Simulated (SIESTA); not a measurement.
Ba2Tl5V3O12 under changes of volume

One of the cells (18.478 Å³/atom); the others are scaled copies at fixed shape and fractional positions:

```
Ba V Tl O
1.0
     8.20821    0.00000    0.00000
    -4.10411    7.10853    0.00000
     0.00000    0.00000    6.96712
Ba V Tl O
2 3 5 12
Direct
  0.00000 0.00000 0.23552
  0.00000 0.00000 0.76448
  0.50000 0.00000 0.00000
  0.00000 0.50000 0.00000
  0.50000 0.50000 0.00000
  0.50000 0.00000 0.50000
  0.00000 0.50000 0.50000
  0.50000 0.50000 0.50000
  0.33333 0.66667 0.22489
  0.66667 0.33333 0.77511
  0.33890 0.34334 0.81444
  0.65666 0.99556 0.81444
  0.00444 0.66110 0.81444
  0.34334 0.33890 0.18556
  0.99556 0.65666 0.18556
  0.66110 0.00444 0.18556
  0.66110 0.65666 0.18556
  0.34334 0.00444 0.18556
  0.99556 0.33890 0.18556
  0.65666 0.66110 0.81444
  0.00444 0.34334 0.81444
  0.33890 0.99556 0.81444
```

The cell was built by a generator and needn't be a form met in nature.

```yaml
Program: SIESTA 5.4.2
Functional: PBE
Potentials_or_basis: PseudoDojo 0.4 standard (PBE files)
Basis: DZP (energy shift 0.003 Ry; two zetas on semicore shells; d shell added on Ba)
Grid_cutoff: 800 Ry
Energy_shift: 0.003 Ry
k_mesh: 4 × 4 × 4
Occupations: fermi-dirac, width 0.05 eV
Spin: collinear spin, ferromagnetic start
Starting_moments: "[0.0, 0.0, 2.0, 2.0, 2.0, 0.0, 0.0, 0.0, 0.0, 0.0, 0.0, 0.0, 0.0, 0.0, 0.0, 0.0, 0.0, 0.0, 0.0, 0.0, 0.0, 0.0] μB"
```

```csv
volume (Å³/atom),energy over the lowest point (meV/atom),pressure (GPa),largest force (eV/Å)
17.029,?,?,?
17.391,18.31,6.0,0.826
17.754,7.51,3.7,0.514
18.478,0.00,-0.2,0.104
18.840,2.29,-1.8,0.303
19.203,8.02,-3.2,0.536
```

Problem. What does the run at 17.029 Å³/atom give?

Solution. Energy over the lowest point 34.60 meV/atom; pressure 8.5 GPa; largest force 1.164 eV/Å.

Worked out: A Birch-Murnaghan fit of order 3 (a polynomial in V^(-2/3)) to the other rows has its minimum at 18.44 Å³/atom with B0 = V·E''(V) = 88 GPa and B' = 4.8 at fixed shape and positions, which overstates the stiffness. It gives 34.54 meV/atom at 17.029 Å³/atom, against the run's 34.60, and -dE/dV = 8.5 GPa, against 8.5.

Energies are extrapolated to zero smearing.

Caveats: this set's barium file shifts pressures by up to 1 GPa against other sets; the basis of atomic orbitals isn't converged, which shifts pressures, moduli and gaps; forces of over 1 eV/Å show positions far from the minimum, so gaps and moduli don't describe the material at rest (some runs).
